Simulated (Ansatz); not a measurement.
I need a formation energy from the elements of TiRh and its elements. Use Ansatz's Python interface. Settings (first run): LDA, PAW, cutoff 531 eV, Gaussian smearing of 0.05 eV.

The script, `tirh.py`:
```python
"""Formation energy of TiRh from the elements, after relaxing atoms and volume at fixed cell shape."""

from collections import Counter
import csv
import warnings

import ansatz as az
import numpy as np

XC = "LDA"
SCF_TOL = 1e-07
K_SPACING = 0.26
FILLING = "gaussian"
SMEARING_WIDTH = 0.05

PHASES = {
    "TiRh": (
        [(3.1152, 0.0, 0.0), (0.0, 3.1152, 0.0), (0.0, 0.0, 3.1152)],
        [
            ("Ti", (0.5, 0.5, 0.5)),
            ("Rh", (0.0, 0.0, 0.0)),
        ],
    ),
    "Ti": (
        [(2.95, 0.0, 0.0), (-1.475, 2.55477, 0.0), (0.0, 0.0, 4.68)],
        [
            ("Ti", (1 / 3, 2 / 3, 0.25)),
            ("Ti", (2 / 3, 1 / 3, 0.75)),
        ],
    ),
    "Rh": (
        [(0.0, 1.89785, 1.89785), (1.89785, 0.0, 1.89785), (1.89785, 1.89785, 0.0)],
        [
            ("Rh", (0.0, 0.0, 0.0)),
        ],
    ),
}


def build(vectors, sites):
    crystal = az.Crystal(lattice=az.Lattice.of(vectors))
    for symbol, position in sites:
        crystal = crystal.atom(symbol, position)
    return crystal


def run_phase(name, crystal):
    calc = (
        crystal.calculation()
        .basis(39 * az.Ry)
        .functional(XC)
        .scf(tolerance=SCF_TOL)
        .kpoints(spacing=K_SPACING)
        .occupations(FILLING, width=SMEARING_WIDTH)
        .stress()
    )
    calc = calc.relax(force_tolerance=0.02, fix_cell=["shape"])
    return calc.run()


def counts(outcome):
    return Counter(site.symbol for site in outcome.lattice.sites)

def formation_energy(outcome, mu):
    n = counts(outcome)
    return (outcome.report["energy_sigma0_ev"] - sum(k * mu[element] for element, k in n.items())) / sum(n.values())


def volume_per_atom(outcome):
    return abs(np.linalg.det(outcome.lattice.cell_ang)) / len(outcome.lattice.sites)


def main() -> None:
    warnings.simplefilter("ignore", az.DeckWarning)

    phases = {name: build(*cell) for name, cell in PHASES.items()}

    done = {}
    for name, crystal in phases.items():
        done[name] = run_phase(name, crystal)
        print(f"{name}: {done[name].report['energy_sigma0_ev']:.4f} eV, {len(done[name].lattice.sites)} atoms")

    # energy of one atom in its reference phase
    references = {"Ti": "Ti", "Rh": "Rh"}
    mu = {element: done[name].report["energy_sigma0_ev"] / len(done[name].lattice.sites) for element, name in references.items()}

    target = done["TiRh"]
    heat = formation_energy(target, mu)
    rows = [(name, len(o.lattice.sites), volume_per_atom(o), formation_energy(o, mu)) for name, o in done.items()]
    with open("formation.csv", "w", newline="") as handle:
        writer = csv.writer(handle)
        writer.writerow(["phase", "atoms", "V (A^3/atom)", "E_form (eV/atom)"])
        writer.writerows([round(v, 4) if isinstance(v, float) else v for v in row] for row in rows)
    print(open("formation.csv").read())


if __name__ == "__main__":
    main()
```

```console
$ python tirh.py
TiRh: -8730.4336 eV, 2 atoms
Ti: -4900.6002 eV, 2 atoms
Rh: -6278.6549 eV, 1 atoms
phase,atoms,V (A^3/atom),E_form (eV/atom)
TiRh,2,14.1219,-0.7393
Ti,2,16.081,0.0
Rh,1,13.2147,0.0
```

What to keep in mind:
- The settings weren't tested for convergence.
- The program warned that this SCF threshold is loose for forces or stresses.
- Atoms and volume are relaxed with the cell's shape held, which in cells of lower than cubic symmetry can hide stresses and shift volumes.
- The cells come from databases of deposited and of computed structures, and not all need be stable phases.
- The compound is the structure given, not necessarily its lowest; energies are at zero temperature, with no correction for gases. A semilocal functional's error on such energies is often 0.05 to 0.1 eV an atom, and 0.1 to 0.3 eV against gases such as O2 or F2.
- The script silences the warnings on its input, which a real study should read.
- Run time: 22 s on 1 thread of Arm Neoverse V1, on a shared host, peak memory 0.4 GiB.

(Lines on the test bed's own set-up are left out of the output.)
